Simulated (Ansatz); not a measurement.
**C2H6BFSi: molecular dynamics**

The plan is to follow the molecule's vibrations and see whether its bonds hold. The start is relaxed first. Runs: 600 steps of 1 fs at constant energy, with velocities drawn for 300 K. SMILES of the start: CC1[SiH2]B1F.

Program: Ansatz 0.2.0. Level of theory: RKS BLYP-D4/STO-3G. These are calculated values, not measurements.

**1. The system as given**

Bond lengths: C1–C2 1.488 Å, C2–Si3 1.760 Å, C2–B4 1.584 Å, Si3–B4 1.954 Å, B4–F5 1.490 Å, C1–H6 1.152 Å, C1–H7 1.090 Å, C1–H8 1.128 Å, C2–H9 1.102 Å, Si3–H10 1.487 Å, Si3–H11 1.468 Å. Angles (14 of 21 angles, heavy atoms first): C1–C2–Si3 113.7°, C1–C2–B4 115.8°, Si3–C2–B4 71.3°, C2–Si3–B4 50.2°, C2–B4–Si3 58.5°, C2–B4–F5 146.3°, Si3–B4–F5 155.0°, C1–C2–H9 114.1°, Si3–C2–H9 116.7°, B4–C2–H9 118.5°, C2–C1–H6 114.2°, C2–C1–H7 113.7°, C2–C1–H8 109.4°, C2–Si3–H10 119.5°.

Structure file:

```xyz
11

C    -0.6467    0.6545    1.0533
C    -0.3148   -0.5063    0.1827
Si    1.3609   -0.5320   -0.3538
B    -0.2748   -0.2125   -1.3736
F    -1.0688    0.0425   -2.6081
H    -0.2541    1.6649    0.6633
H    -0.3192    0.5363    2.0862
H    -1.7619    0.8206    1.0480
H    -0.7401   -1.4633    0.5259
H     2.1421    0.7335   -0.3777
H     1.9426   -1.7951   -0.8256
```

**2. Relaxing the start**

File input.yaml:

```yaml
crystal:
  periodic: [false, false, false]
  atoms:
    - { symbol: C, position_ang: [-0.6467, 0.6545, 1.0533] }
    - { symbol: C, position_ang: [-0.3148, -0.5063, 0.1827] }
    - { symbol: Si, position_ang: [1.3609, -0.532, -0.3538] }
    - { symbol: B, position_ang: [-0.2748, -0.2125, -1.3736] }
    - { symbol: F, position_ang: [-1.0688, 0.0425, -2.6081] }
    - { symbol: H, position_ang: [-0.2541, 1.6649, 0.6633] }
    - { symbol: H, position_ang: [-0.3192, 0.5363, 2.0862] }
    - { symbol: H, position_ang: [-1.7619, 0.8206, 1.048] }
    - { symbol: H, position_ang: [-0.7401, -1.4633, 0.5259] }
    - { symbol: H, position_ang: [2.1421, 0.7335, -0.3777] }
    - { symbol: H, position_ang: [1.9426, -1.7951, -0.8256] }
basis:
  gaussian: { orbitals: STO-3G }
hamiltonian:
  xc: blyp
  dispersion: d4
relax:
  f_tol: 0.02
  max_steps: 40
scf:
  lower_state_search: "off"
output:
  orbitals: {}
```

Started as:

```
ansatz run input.yaml --threads 1 --pin off --max-ram 2048MiB --backend cpu --events-out ev --progress --plain --runs-dir out
```

Log, cut to the lines that bear on the results:

```text
Warning: RAYON_NUM_THREADS=1 ignored (pool sized by the plan → 1); use --threads N
[...]
Functional definition: BLYP
[...]
500 factors; integrals over basis functions are off by at most 2.4e-5 eV
[...]
mean field -13272.19252892 eV, -487.7440792227 hartree, gradient 9.7e-6 eV, S^2 0.000000; 0 other end points of the search recorded, 0 dependent functions left out
[...]
reference -13272.19277723 eV, -487.7440883479 hartree; 23, 23 occupied and 12, 12 virtual orbitals, 500 factors
relax step   1: F+E_penalty+E_count = -13272.68021255 eV  Δ(F+E_penalty+E_count) = +0.000e0 eV  max|allowed force component| = 4.886e0 eV/Å  Δτ_max = 0.0000 Å  (13 SCF iters, accepted)
[...]
relax step   4: F+E_penalty+E_count = -13274.23234602 eV  Δ(F+E_penalty+E_count) = +4.978e-3 eV  max|allowed force component| = 9.040e-1 eV/Å  Δτ_max = 0.2000 Å  (18 SCF iters, rejected (line search))
[...]
relax step   7: F+E_penalty+E_count = -13274.32899196 eV  Δ(F+E_penalty+E_count) = -5.380e-3 eV  max|allowed force component| = 5.830e-2 eV/Å  Δτ_max = 0.0266 Å  (19 SCF iters, accepted)
[...]
relax step  10: F+E_penalty+E_count = -13274.33248476 eV  Δ(F+E_penalty+E_count) = -4.799e-4 eV  max|allowed force component| = 9.098e-2 eV/Å  Δτ_max = 0.0147 Å  (19 SCF iters, accepted)
[...]
relax step  11: F+E_penalty+E_count = -13274.33289002 eV  Δ(F+E_penalty+E_count) = -4.053e-4 eV  max|allowed force component| = 2.414e-2 eV/Å  Δτ_max = 0.0229 Å  (18 SCF iters, accepted)
[...]
relax step  12: F+E_penalty+E_count = -13274.33295913 eV  Δ(F+E_penalty+E_count) = -6.910e-5 eV  max|allowed force component| = 6.829e-3 eV/Å  Δτ_max = 0.0065 Å  (12 SCF iters, accepted)
Total energy: -13274.33321121 eV, -487.8227478459 hartree
Atom 0 at    -0.776339     0.712899     1.073865 Å, force    -0.002137    -0.006829    -0.003123 eV/Å
Atom 1 at    -0.297739    -0.419913     0.111895 Å, force     0.002589     0.005383     0.004545 eV/Å
Atom 2 at     1.432055    -0.560121    -0.721915 Å, force    -0.005931    -0.000637     0.001416 eV/Å
Atom 3 at    -0.304304    -0.256388    -1.456078 Å, force    -0.004251    -0.003338    -0.000513 eV/Å
Atom 4 at    -1.098319     0.197641    -2.405967 Å, force     0.003737    -0.000138    -0.001162 eV/Å
Atom 5 at    -0.442575     1.709743     0.718480 Å, force     0.000791     0.001704     0.000231 eV/Å
Atom 6 at    -0.370680     0.569796     2.098582 Å, force    -0.000406     0.000674    -0.000780 eV/Å
Atom 7 at    -1.884996     0.738406     1.152374 Å, force     0.002133     0.000711     0.000697 eV/Å
Atom 8 at    -0.627090    -1.415618     0.475346 Å, force     0.001216     0.000867     0.000055 eV/Å
Atom 9 at     2.376558     0.527651    -0.497720 Å, force     0.002244     0.000977     0.001704 eV/Å
Atom 10 at     2.058631    -1.860995    -0.528261 Å, force     0.000013     0.000627    -0.003071 eV/Å
Dipole moment:    -0.012883    -0.011134    -0.152254 e Å
Checks for a lower state left out: stability, starts, cluster_reference, orbital_swaps, neighbouring_geometries, increment
```

Wall time 19 s (1 thread of Intel Xeon Platinum 8375C at 2.90GHz (Ice Lake), shared host); peak memory 0.15 GiB.

Relaxation path:

```
step  energy from step 1 (eV)  largest force component (eV/Å)
   1                   0.0000                          4.8863
   2                  -1.3761                          2.2022
   3                  -1.5571                          1.3768
  4x                  -1.5521                          0.9040
   5                  -1.6387                          0.2195
   6                  -1.6434                          0.2383
   7                  -1.6488                          0.0583
   8                  -1.6503                          0.0688
   9                  -1.6518                          0.1138
  10                  -1.6523                          0.0910
  11                  -1.6527                          0.0241
  12                  -1.6527                          0.0068
```

Step 1 is the start. 1 step was tried and not accepted (marked x).

After: Bond lengths: C1–C2 1.561 Å, C2–Si3 1.925 Å, C2–B4 1.576 Å, Si3–B4 1.910 Å, B4–F5 1.319 Å, C1–H6 1.110 Å, C1–H7 1.111 Å, C1–H8 1.112 Å, C2–H9 1.110 Å, Si3–H10 1.458 Å, Si3–H11 1.457 Å. Angles (14 of 21 angles, heavy atoms first): C1–C2–Si3 126.5°, C1–C2–B4 122.4°, Si3–C2–B4 65.2°, C2–Si3–B4 48.5°, C2–B4–Si3 66.3°, C2–B4–F5 139.0°, Si3–B4–F5 151.6°, C1–C2–H9 111.0°, Si3–C2–H9 110.1°, B4–C2–H9 114.7°, C2–C1–H6 111.2°, C2–C1–H7 111.3°, C2–C1–H8 111.5°, C2–Si3–H10 117.5°.

**3. Dynamics**

600 steps of 1 fs at constant energy, with velocities drawn for 300 K, from the relaxed start.

File input.yaml:

```yaml
crystal:
  periodic: [false, false, false]
  atoms:
    - { symbol: C, position_ang: [-0.776339, 0.712899, 1.073865] }
    - { symbol: C, position_ang: [-0.297739, -0.419913, 0.111895] }
    - { symbol: Si, position_ang: [1.432055, -0.560121, -0.721915] }
    - { symbol: B, position_ang: [-0.304304, -0.256388, -1.456078] }
    - { symbol: F, position_ang: [-1.098319, 0.197641, -2.405967] }
    - { symbol: H, position_ang: [-0.442575, 1.709743, 0.71848] }
    - { symbol: H, position_ang: [-0.37068, 0.569796, 2.098582] }
    - { symbol: H, position_ang: [-1.884996, 0.738406, 1.152374] }
    - { symbol: H, position_ang: [-0.62709, -1.415618, 0.475346] }
    - { symbol: H, position_ang: [2.376558, 0.527651, -0.49772] }
    - { symbol: H, position_ang: [2.058631, -1.860995, -0.528261] }
basis:
  gaussian: { orbitals: STO-3G }
hamiltonian:
  xc: blyp
  dispersion: d4
md:
  timestep: 1.0
  n_steps: 600
  ensemble: nve
  temperature: 300.0
  initial_velocities: maxwell_boltzmann
  seed: 73780
scf:
  lower_state_search: "off"
```

Started as:

```
ansatz run input.yaml --threads 1 --pin off --max-ram 2048MiB --backend cpu --events-out ev --progress --plain --runs-dir out
```

Log, cut to the lines that bear on the results:

```text
Warning: RAYON_NUM_THREADS=1 ignored (pool sized by the plan → 1); use --threads N
[...]
[... 1 set-up line as earlier in the session ...]
[...]
501 factors; integrals over basis functions are off by at most 2.7e-5 eV
[...]
mean field -13273.85894059 eV, -487.8053187221 hartree, gradient 3.7e-6 eV, S^2 0.000000; 0 other end points of the search recorded, 0 dependent functions left out
[...]
reference -13273.85919223 eV, -487.8053279694 hartree; 23, 23 occupied and 12, 12 virtual orbitals, 501 factors
md step     0: t =     0.00 fs  T =   300.0 K  F+E_penalty+E_count = -13274.33294292 eV  E_kin = 0.349002 eV  conserved = -13273.98394092 eV  (14 SCF iters)
[...]
md step    17: t =    17.00 fs  T =   196.4 K  F+E_penalty+E_count = -13274.20574546 eV  E_kin = 0.228491 eV  conserved = -13273.97725411 eV  (19 SCF iters, 3 dispersion substeps)
[...]
md step    34: t =    34.00 fs  T =   168.7 K  F+E_penalty+E_count = -13274.17570088 eV  E_kin = 0.196220 eV  conserved = -13273.97948088 eV  (19 SCF iters, 3 dispersion substeps)
[...]
md step    51: t =    51.00 fs  T =   181.5 K  F+E_penalty+E_count = -13274.19100730 eV  E_kin = 0.211178 eV  conserved = -13273.97982891 eV  (19 SCF iters, 3 dispersion substeps)
[...]
md step    68: t =    68.00 fs  T =   159.5 K  F+E_penalty+E_count = -13274.16532708 eV  E_kin = 0.185533 eV  conserved = -13273.97979455 eV  (19 SCF iters, 3 dispersion substeps)
md step    69: t =    69.00 fs  T =   150.6 K  F+E_penalty+E_count = -13274.15410607 eV  E_kin = 0.175181 eV  conserved = -13273.97892482 eV  (19 SCF iters, 3 dispersion substeps)
```

**4. The output, continued: dynamics from the start**

The log, continued, cut to the lines that bear on the results:

```text
md step    70: t =    70.00 fs  T =   137.9 K  F+E_penalty+E_count = -13274.13839539 eV  E_kin = 0.160470 eV  conserved = -13273.97792516 eV  (19 SCF iters, 3 dispersion substeps)
[...]
md step    93: t =    93.00 fs  T =   160.9 K  F+E_penalty+E_count = -13274.16745993 eV  E_kin = 0.187153 eV  conserved = -13273.98030683 eV  (19 SCF iters, 3 dispersion substeps)
[...]
md step   116: t =   116.00 fs  T =   171.0 K  F+E_penalty+E_count = -13274.17575023 eV  E_kin = 0.198881 eV  conserved = -13273.97686965 eV  (19 SCF iters, 3 dispersion substeps)
[...]
md step   139: t =   139.00 fs  T =    77.6 K  F+E_penalty+E_count = -13274.06846035 eV  E_kin = 0.090238 eV  conserved = -13273.97822203 eV  (19 SCF iters, 3 dispersion substeps)
[...]
md step   160: t =   160.00 fs  T =   220.2 K  F+E_penalty+E_count = -13274.23589610 eV  E_kin = 0.256187 eV  conserved = -13273.97970922 eV  (19 SCF iters, 3 dispersion substeps)
md step   161: t =   161.00 fs  T =   233.8 K  F+E_penalty+E_count = -13274.25316197 eV  E_kin = 0.272002 eV  conserved = -13273.98115975 eV  (19 SCF iters, 3 dispersion substeps)
```

**5. The log goes on: dynamics from the start**

Output, continued, cut to the lines that bear on the results:

```text
md step   162: t =   162.00 fs  T =   218.2 K  F+E_penalty+E_count = -13274.23408082 eV  E_kin = 0.253842 eV  conserved = -13273.98023888 eV  (19 SCF iters, 3 dispersion substeps)
[...]
md step   181: t =   181.00 fs  T =   166.3 K  F+E_penalty+E_count = -13274.17456764 eV  E_kin = 0.193419 eV  conserved = -13273.98114860 eV  (19 SCF iters, 3 dispersion substeps)
[...]
md step   200: t =   200.00 fs  T =    99.4 K  F+E_penalty+E_count = -13274.09222318 eV  E_kin = 0.115627 eV  conserved = -13273.97659616 eV  (19 SCF iters, 3 dispersion substeps)
[...]
md step   219: t =   219.00 fs  T =   101.3 K  F+E_penalty+E_count = -13274.09415217 eV  E_kin = 0.117865 eV  conserved = -13273.97628679 eV  (19 SCF iters, 3 dispersion substeps)
[...]
Atom 2 at     1.442007    -0.565346    -0.722881 Å, force     0.872849    -0.590554    -0.134481 eV/Å
Atom 3 at    -0.309384    -0.278473    -1.447483 Å, force     0.505378     0.065737     0.171565 eV/Å
Atom 4 at    -1.105995     0.212674    -2.368007 Å, force    -0.215128     0.062494    -0.242057 eV/Å
Atom 5 at    -0.320712     1.685826     0.700912 Å, force    -0.551385    -0.296936    -0.024896 eV/Å
Atom 6 at    -0.475062     0.601879     2.098202 Å, force    -0.490778    -0.102142    -0.777759 eV/Å
Atom 7 at    -1.915154     0.861929     1.012951 Å, force    -0.129411    -0.086089    -0.121574 eV/Å
Atom 8 at    -0.577214    -1.445890     0.467125 Å, force    -0.205561     0.129147     0.196293 eV/Å
Atom 9 at     2.448129     0.461421    -0.464635 Å, force    -0.256843     0.265401    -0.110087 eV/Å
Atom 10 at     2.224649    -1.848422    -0.657026 Å, force    -0.902982     0.589604     0.159779 eV/Å
Dipole moment:    -0.060490    -0.007464    -0.141136 e Å
Checks for a lower state left out: stability, starts, cluster_reference, orbital_swaps, neighbouring_geometries, increment
```

Wall time 12 min (1 thread of Intel Xeon Platinum 8375C at 2.90GHz (Ice Lake), shared host); peak memory 0.096 GiB.

**6. The trajectory**

The trajectory, every 24 steps (energies from step 0):

```
time (fs)  T (K)  potential energy change (meV/atom)  total energy change (meV/atom)
      0.0    300                                 0.0                            0.00
     24.0     83                                23.3                            0.42
     48.0    171                                14.1                            0.50
     72.0    139                                17.5                            0.48
     96.0    175                                13.9                            0.68
    120.0     99                                21.9                            0.62
    144.0    205                                10.4                            0.40
    168.0     91                                22.7                            0.57
    192.0    224                                 8.2                            0.21
    216.0    115                                20.0                            0.44
    240.0    169                                14.4                            0.53
    264.0    131                                18.2                            0.40
    288.0    173                                14.1                            0.59
    312.0     76                                24.4                            0.68
    336.0    195                                11.5                            0.45
    360.0     99                                21.8                            0.54
    384.0    197                                11.1                            0.20
    408.0    119                                19.5                            0.31
    432.0    173                                13.9                            0.48
    456.0    110                                20.5                            0.48
    480.0    165                                14.8                            0.51
    504.0    105                                21.2                            0.62
    528.0    174                                13.8                            0.47
    552.0    130                                18.5                            0.55
    576.0    156                                15.6                            0.37
    600.0    168                                14.4                            0.39
```

time (fs), T (K) and a bar:
```
      0.0        300 ##############################
     26.0        111 #####
     52.0        167 #############
     78.0        176 ##############
    104.0        130 ########
    130.0        219 ###################
    157.0        153 ###########
    183.0        112 ######
    209.0        151 ###########
    235.0         96 ####
    261.0        186 ###############
    287.0        148 ##########
    313.0         69 
    339.0        199 #################
    365.0        144 ##########
    391.0        106 #####
    417.0        189 ################
    443.0        105 #####
    470.0        164 ############
    496.0        183 ###############
    522.0        108 #####
    548.0        167 #############
    574.0        121 #######
    600.0        168 #############
```

Maxima of the velocity power spectrum (cm⁻¹, relative height; resolution about 110 cm⁻¹): 190 (16), 670 (12), 1030 (100), 1140 (41), 1650 (14), 2570 (13), 3220 (21), 3390 (28).

**7. Positions and forces**

Extended XYZ, with forces in eV/Å:

```xyz
11
time_fs=75.0 T=110 dE=0.2282
C    -0.762    0.715    1.035    0.913   -1.284    0.756
C    -0.300   -0.451    0.101   -0.338    0.142   -0.058
Si    1.443   -0.555   -0.697   -0.613   -0.547   -0.251
B    -0.275   -0.224   -1.464   -0.656    0.061   -0.343
F    -1.130    0.192   -2.401    0.591   -0.222    0.446
H    -0.390    1.678    0.752    0.454    1.414   -0.923
H    -0.306    0.554    2.035   -0.461   -0.109    0.255
H    -1.848    0.776    1.113   -0.745   -0.025    0.199
H    -0.705   -1.404    0.510    0.212    0.060   -0.282
H     2.294    0.610   -0.441    0.340   -0.483    0.113
H     1.895   -1.980   -0.668    0.305    0.993    0.089
11
time_fs=150.0 T=138 dE=0.1936
C    -0.768    0.703    1.149   -0.837    1.349   -2.139
C    -0.316   -0.360    0.102    0.785   -0.288    0.483
Si    1.417   -0.567   -0.734    0.528   -0.612    0.049
B    -0.332   -0.284   -1.468    0.640   -0.254    0.732
F    -1.068    0.189   -2.432   -0.568    0.345   -0.623
H    -0.469    1.733    0.769   -0.083   -0.798    0.630
H    -0.393    0.552    2.154    0.599   -0.247    0.858
H    -1.880    0.728    1.197   -0.015   -0.048    0.189
H    -0.509   -1.383    0.473   -0.359   -0.273    0.031
H     2.400    0.469   -0.577    0.061    0.758   -0.131
H     2.221   -1.770   -0.418   -0.753    0.067   -0.077
11
time_fs=225.0 T=171 dE=0.1558
C    -0.779    0.727    0.973    0.585   -0.400    1.804
C    -0.271   -0.484    0.102   -1.549    0.319    0.077
Si    1.440   -0.557   -0.700   -0.043   -0.447   -0.322
B    -0.287   -0.240   -1.451    0.121    0.034   -0.145
F    -1.131    0.214   -2.356    0.072   -0.040   -0.146
H    -0.414    1.689    0.544   -0.042   -0.072    0.283
H    -0.348    0.595    2.044   -0.566    0.556   -1.424
H    -1.900    0.805    1.103    0.621   -0.268   -0.397
H    -0.758   -1.429    0.429    0.433    0.008    0.147
H     2.374    0.482   -0.371    0.325    0.462    0.169
H     2.075   -1.858   -0.599    0.043   -0.153   -0.046
11
time_fs=300.0 T=138 dE=0.1906
C    -0.797    0.708    1.147   -1.280    0.682   -0.306
C    -0.312   -0.351    0.131    1.041   -0.399   -0.230
Si    1.448   -0.578   -0.744   -1.194    0.648    0.107
B    -0.312   -0.279   -1.448   -0.519    0.313   -0.454
F    -1.075    0.192   -2.444    0.507   -0.324    0.796
H    -0.566    1.753    0.838    0.013   -0.195   -0.051
H    -0.424    0.589    2.186    0.212   -0.300   -0.065
H    -1.921    0.613    1.185    0.517    0.332    0.245
H    -0.621   -1.343    0.528    0.200   -0.167   -0.267
H     2.296    0.638   -0.744    0.066   -0.737    0.205
H     1.972   -1.901   -0.443    0.438    0.146    0.020
11
time_fs=375.0 T=111 dE=0.2262
C    -0.742    0.719    1.022    1.712   -0.131   -1.347
C    -0.311   -0.485    0.083   -0.441    0.520    0.773
Si    1.406   -0.543   -0.693    1.776    1.047   -0.162
B    -0.304   -0.224   -1.453    0.706   -0.603    0.148
F    -1.101    0.188   -2.391   -0.734    0.439   -0.810
H    -0.303    1.674    0.634   -0.353   -0.280   -0.087
H    -0.257    0.576    1.976    0.148   -0.170    1.387
H    -1.806    0.858    1.144   -1.190   -0.056    0.127
H    -0.575   -1.492    0.447   -0.560    0.014    0.219
H     2.414    0.500   -0.314   -0.801   -0.362   -0.273
H     2.147   -1.787   -0.632   -0.261   -0.417    0.024
11
time_fs=450.0 T=216 dE=0.1023
C    -0.787    0.705    1.106   -0.538   -0.765    1.324
C    -0.298   -0.368    0.127    0.256   -1.128   -0.821
Si    1.446   -0.566   -0.727   -0.725    0.672    0.169
B    -0.304   -0.239   -1.465   -0.096    0.188    0.283
F    -1.110    0.176   -2.434    0.324   -0.125    0.329
H    -0.420    1.675    0.832    0.685    1.387   -0.169
H    -0.468    0.461    2.166   -0.093    0.339   -0.736
H    -1.894    0.796    1.128   -0.098   -0.186   -0.060
H    -0.639   -1.371    0.496    0.188    0.205   -0.295
H     2.473    0.439   -0.464   -0.118    0.075   -0.115
H     1.997   -1.870   -0.528    0.213   -0.662    0.090
11
time_fs=525.0 T=123 dE=0.2114
C    -0.749    0.724    1.062   -1.472    0.376   -0.586
C    -0.310   -0.451    0.108   -0.009    0.986    0.497
Si    1.427   -0.547   -0.718   -0.917   -0.784   -0.253
B    -0.318   -0.292   -1.440   -0.002    0.468   -0.790
F    -1.075    0.209   -2.406    0.037   -0.193    0.262
H    -0.556    1.771    0.625   -0.177   -1.326    0.506
H    -0.278    0.657    2.063    0.292    0.036    0.032
H    -1.869    0.604    1.241    0.891    0.509   -0.122
H    -0.711   -1.417    0.467    0.345   -0.160    0.222
H     2.312    0.588   -0.591    0.388    0.017    0.304
H     1.881   -1.903   -0.471    0.624    0.072   -0.070
11
time_fs=600.0 T=168 dE=0.1581
C    -0.816    0.727    1.019    1.515    0.512    1.146
C    -0.287   -0.430    0.123   -0.141   -0.548   -0.263
Si    1.442   -0.565   -0.723    0.873   -0.591   -0.135
B    -0.309   -0.279   -1.448    0.505    0.066    0.172
F    -1.106    0.213   -2.368   -0.215    0.062   -0.242
H    -0.321    1.686    0.701   -0.551   -0.297   -0.025
H    -0.475    0.602    2.098   -0.491   -0.102   -0.778
H    -1.915    0.862    1.013   -0.129   -0.086   -0.122
H    -0.577   -1.446    0.467   -0.206    0.129    0.196
H     2.448    0.461   -0.465   -0.257    0.265   -0.110
H     2.225   -1.848   -0.657   -0.903    0.590    0.160
```

**8. Results**

```
                          quantity                         value
           relaxation of the start      10 moves, 1.653 eV lower
                            length             600 steps of 1 fs
  temperature, first and last step                 300 and 168 K
          temperature, second half  mean 150 K, from 61 to 239 K
     potential energy, second half   +16 meV/atom from the start
largest change of the total energy                 0.86 meV/atom
            bonds formed or broken                             0
```

In words: The temperature starts at 300 K and averages 150 K in the second half, where it ranges from 61 to 239 K; a mean near half the start is what vibrations about a minimum give, since they share energy equally between motion and strain. The total energy strays from its start by at most 0.86 meV/atom, 5.4 % of the mean kinetic energy, which is poor: the step of 1 fs is too long for the fastest motion. No bond forms or breaks. 600 fs on 11 atoms is far too short and small for converged averages. The nuclei move classically, without zero-point motion, which matters most for hydrogen. The basis is very small, so the numbers are rough.
